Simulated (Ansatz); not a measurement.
# YAu: the cost of one run

Method: DFT, LDA, PAW with Ansatz's default frozen-core files, scalar-relativistic, in Ansatz 0.2.0.

## Step 1: The structure to begin with

Symmetry: Pm-3m, No. 221, cubic system. Conventional cell: a = 3.559 Å, b = 3.559 Å, c = 3.559 Å, α = 90.00°, β = 90.00°, γ = 90.00°. Y (site symmetry m-3m) has 8 Au at 3.08 Å as nearest neighbours. Around Au (site symmetry m-3m) lie 8 Y at 3.08 Å.

Coordinates:

```
CELL_PARAMETERS angstrom
3.55900 0.00000 0.00000
0.00000 3.55900 0.00000
0.00000 0.00000 3.55900
ATOMIC_POSITIONS crystal
Y 0.50000 0.50000 0.50000
Au 0.00000 0.00000 0.00000
```

Atoms are numbered in the order of the input: Y1, Au2.

## Step 2: Free moments from the typed start, PAW

Contents of input.yaml:

```yaml
crystal:
  lattice:
    - [3.559, 0.0, 0.0]
    - [0.0, 3.559, 0.0]
    - [0.0, 0.0, 3.559]
  atoms:
    - { symbol: "Y", position: [0.5, 0.5, 0.5], spin: 0.6 }
    - { symbol: Au, position: [0.0, 0.0, 0.0] }
magnetization:
  spin_polarized: true
kpoints:
  mp_grid: { grid: [9, 9, 9] }
scf:
  occupations: { method: fermi_dirac, width: 0.08 }
  lower_state_search: "off"
hamiltonian:
  xc: lda
  pseudopotentials: { kind: paw }
output:
  forces: true
  stress: true
  eigenvalues: true
  populations: true
  dos: { projected: true, de: 0.1, e_range: [-8, 5] }
  write_density: true
  write_potential: true
  elf: true
  volumetric_format: npy
```

Command:

```console
ansatz run input.yaml --threads 1 --pin off --max-ram 3072MiB --backend cpu --events-out ev --progress --plain --runs-dir out
```

Q: Estimate wall time and peak memory on 1 thread of Arm Neoverse V1, shared host.

About 5.4 s, with a peak of 0.32 GiB.
